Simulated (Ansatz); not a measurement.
# CsPbCl3: the cost of one run

Method: reference: DFT PBEsol, plane waves, PAW, scalar-relativistic, no spin polarisation, in Ansatz 0.2.0.

### 1 Starting point

It takes space group Pm-3m (No. 221, cubic). Conventional cell: a = 5.577 Å, b = 5.577 Å, c = 5.577 Å, α = 90.00°, β = 90.00°, γ = 90.00°. Cs (site symmetry m-3m) is surrounded by 12 Cl at 3.94 Å. Pb (site symmetry m-3m) is surrounded by 6 Cl at 2.79 Å. Cl (site symmetry 4/mmm) is surrounded by 2 Pb at 2.79 Å and 4 Cs at 3.94 Å.

As a file:

```
CELL_PARAMETERS angstrom
5.57733 0.00000 0.00000
0.00000 5.57733 0.00000
0.00000 0.00000 5.57733
ATOMIC_POSITIONS crystal
Cs 0.00000 0.00000 0.00000
Pb 0.50000 0.50000 0.50000
Cl 0.50000 0.50000 0.00000
Cl 0.00000 0.50000 0.50000
Cl 0.50000 0.00000 0.50000
```

### 2 Reference

Contents of input.yaml:

```yaml
crystal:
  lattice:
    - [5.577327, 0.0, 0.0]
    - [0.0, 5.577327, 0.0]
    - [0.0, 0.0, 5.577327]
  atoms:
    - { symbol: Cs, position: [0.0, 0.0, 0.0] }
    - { symbol: Pb, position: [0.5, 0.5, 0.5] }
    - { symbol: Cl, position: [0.5, 0.5, 0.0] }
    - { symbol: Cl, position: [0.0, 0.5, 0.5] }
    - { symbol: Cl, position: [0.5, 0.0, 0.5] }
  symmetry: { tolerance: 0.0003 }
kpoints:
  mp_grid: { grid: [3, 3, 3], shift: [0, 0, 0] }
magnetization:
  spin_polarized: false
scf:
  occupations: { method: fermi_dirac }
hamiltonian:
  pseudopotentials: { kind: paw }
  xc: pbesol
basis:
  ecutwfc: 420
output:
  forces: true
  stress: true
  eigenvalues: true
relax:
  max_steps: 40
  cell: {}
```

Launch:

```bash
> ansatz run input.yaml --threads 1 --pin off --max-ram 2560MiB --backend cpu --events-out ev --progress --plain --runs-dir out
```

Q: Estimate wall time and peak memory on 1 thread of Arm Neoverse V1, shared host.

About 7.7 s, with a peak of 0.39 GiB.
